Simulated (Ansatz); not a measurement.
# TiH2: from the listed structure to its properties

One table from this session's results is given with a row withheld; the runs are named, their logs left out.

Computed with Ansatz 0.2.0 (DFT r2SCAN, scalar-relativistic, plane waves, PAW, unless a step's input says otherwise).

## The structure to begin with

The structure is tetragonal, space group I4/mmm (No. 139). The conventional cell has a = 3.193 Å, b = 3.193 Å, c = 4.267 Å, α = 90.00°, β = 90.00°, γ = 90.00°. Ti (site symmetry 4/mmm) has 8 H at 1.92 Å as nearest neighbours. H (site symmetry -4m2) has 4 Ti at 1.92 Å as nearest neighbours.

Coordinates:

```
Ti H
1.0
    -1.59650    1.59650    2.13350
     1.59650   -1.59650    2.13350
     1.59650    1.59650   -2.13350
Ti H
1 2
Direct
  0.00000 0.00000 0.00000
  0.75000 0.25000 0.50000
  0.25000 0.75000 0.50000
```

Source of the structure: the Crystallography Open Database.

Set-up of the first run:

(A quick probe on a coarse mesh, which set the mesh and smearing, is not shown.)

Contents of input.yaml:

```yaml
crystal:
  lattice:
    - [-1.5965, 1.5965, 2.1335]
    - [1.5965, -1.5965, 2.1335]
    - [1.5965, 1.5965, -2.1335]
  atoms:
    - { symbol: Ti, position: [0.0, 0.0, 0.0] }
    - { symbol: H, position: [0.75, 0.25, 0.5] }
    - { symbol: H, position: [0.25, 0.75, 0.5] }
basis:
  ecutwfc: 500
kpoints:
  mp_grid: { grid: [18, 18, 18] }
hamiltonian:
  xc: r2scan
scf:
  occupations: { method: gaussian, width: 0.1 }
output:
  forces: true
  stress: true
  eigenvalues: true
relax:
  adjacent_minimum: "off"
  f_tol: 0.005
  max_steps: 80
  cell: { stress_tol: 0.05 }
```

The run is started by

```console
$ ansatz run input.yaml --threads 1 --pin off --max-ram 2560MiB --backend cpu --events-out ev --progress --plain --runs-dir out
```

Among the steps run: Relaxing cell and atoms; Electronic structure at the relaxed geometry; Point at V/V0 = 0.97; The cell scaled to 1.03 of its volume; Point at V/V0 = 0.94; The cell scaled to 1.06 of its volume.

One table of the session follows, with a row left open; its other results are not shown here.

It belongs to the step «Energy against volume». 

```
volume (Å³/atom)  energy above the lowest point (meV/atom)  pressure (GPa)
           6.674                                      12.9           10.26
           6.887                                       3.0            4.76
           7.100                                       0.0           -0.01
           7.313                                         ?               ?
           7.526                                      10.8           -7.68
```

**Question.** Estimate the row for volume (Å³/atom) = 7.313.

Worked estimate for «energy above the lowest point (meV/atom)». A straight line through the neighbours (7.100, 0.0) and (7.526, 10.8) gives 0.0 + (10.8 − 0.0) × (7.313 − 7.100) / (7.526 − 7.100) = 5.4; a parabola fitted to 3 rows on both sides gives 2.6.

The run gave: energy above the lowest point (meV/atom): 2.9; pressure (GPa): -4.12. In «energy above the lowest point (meV/atom)» the line misses by +2.5 and the parabola by -0.3.

Caveats from the session: The start is a reported cell, which holds thermal expansion that this zero-temperature run lacks.
